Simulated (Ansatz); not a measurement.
**C3H8AlF2N: up Jacob's ladder to CCSD(T)**

One table from this session's results is given with a row withheld; the runs are named, their logs left out.

Computed with Ansatz 0.2.0, Gaussian basis. Level: functionals in def2-TZVPP, the program's frozen cores in correlated methods.

The runs, in order: PBE-D4, r2SCAN-D4, PBE0-D4, B3LYP-D4, ωB97X-V, ωB97M-V, B2PLYP; CCSD(T)/def2-TZVPP; MP2/def2-QZVPP; extrapolation to the limit.

## The relaxed structure

An earlier PBE0-D4 in a triple-zeta def2 set relaxation fixed the geometry.

SMILES `CC(C)[NH][Al]([F])[F]`, 15 atoms, charge 0, spin multiplicity 1.

Atoms are counted from 1 here; the program's logs count them from 0.

Bond lengths: C1–C2 1.521 Å, C1–H8 1.093 Å, C1–H9 1.093 Å, C1–H10 1.094 Å, C2–C3 1.516 Å, C2–N4 1.455 Å, C2–H11 1.100 Å, C3–H12 1.091 Å, C3–H13 1.092 Å, C3–H14 1.094 Å, N4–Al5 1.751 Å, N4–H15 1.011 Å, Al5–F6 1.643 Å, Al5–F7 1.641 Å. Angles: C2–C1–H8 111.0°, C2–C1–H9 111.1°, C2–C1–H10 110.3°, H8–C1–H9 107.8°, H8–C1–H10 108.5°, H9–C1–H10 108.0°, C1–C2–C3 111.1°, C1–C2–N4 110.8°, C1–C2–H11 107.8°, C3–C2–N4 110.7°, C3–C2–H11 107.6°, N4–C2–H11 108.7°, C2–C3–H12 110.4°, C2–C3–H13 111.6°, C2–C3–H14 110.9°, H12–C3–H13 108.0°, H12–C3–H14 107.9°, H13–C3–H14 107.9° and more.

The first run:

in.yaml reads:

```yaml
crystal:
  periodic: [false, false, false]
  atoms:
    - {symbol: C, position_ang: [-0.350628, 1.042445, -1.432728]}
    - {symbol: C, position_ang: [-0.306836, -0.231787, -0.603051]}
    - {symbol: C, position_ang: [1.106792, -0.769405, -0.502744]}
    - {symbol: N, position_ang: [-0.867721, -0.006767, 0.720876]}
    - {symbol: Al, position_ang: [-0.238340, -0.212611, 2.341450]}
    - {symbol: F, position_ang: [-1.207462, 0.207007, 3.599843]}
    - {symbol: F, position_ang: [1.249217, -0.805693, 2.700539]}
    - {symbol: H, position_ang: [0.009680, 0.861214, -2.448647]}
    - {symbol: H, position_ang: [-1.370176, 1.430874, -1.503874]}
    - {symbol: H, position_ang: [0.274215, 1.814783, -0.975643]}
    - {symbol: H, position_ang: [-0.914825, -0.989929, -1.118588]}
    - {symbol: H, position_ang: [1.511409, -0.964379, -1.497551]}
    - {symbol: H, position_ang: [1.143662, -1.701983, 0.065022]}
    - {symbol: H, position_ang: [1.763978, -0.047350, -0.008293]}
    - {symbol: H, position_ang: [-1.802965, 0.373581, 0.663409]}
basis:
  gaussian: {orbitals: def2-TZVPP}
hamiltonian: {xc: pbe, dispersion: d4}
output: {forces: true, orbitals: {seedname: orbitals}}
```

Launch:

```bash
$ ansatz run in.yaml --threads 2 --pin off --events-out ev --progress --plain --max-ram 22528MiB --backend cuda --devices 0, --max-vram 18GiB
```

Among the steps run: PBE-D4 (GGA); r2SCAN-D4 (meta-GGA); PBE0-D4 (hybrid); B3LYP-D4 (hybrid); ωB97X-V (range-separated); ωB97M-V (range-separated); B2PLYP (double hybrid); CCSD(T) in def2-TZVPP; MP2 in def2-QZVPP.

One of the session's tables, all rows but one given; the rest of the session is left out.

| method | atomisation energy (kJ/mol) |
| --- | --- |
| PBE-D4 | 6122.5 |
| r2SCAN-D4 | 6029.6 |
| PBE0-D4 | 6017.9 |
| B3LYP-D4 | 6016.5 |
| ωB97X-V | 6031.9 |
| ωB97M-V | 6036.3 |
| B2PLYP | 5969.2 |
| HF/def2-TZVPP | ? |
| MP2/def2-TZVPP | 6008.6 |
| CCSD/def2-TZVPP | 5803.9 |
| CCSD(T)/def2-TZVPP | 5884.4 |
| MP2/CBS | 6163.4 |
| CCSD(T)/CBS | 6039.2 |

Q: Estimate the row for HF/def2-TZVPP from the others.

The run gave: atomisation energy (kJ/mol): 4461.4. In the column «atomisation energy (kJ/mol)» it is the lowest.
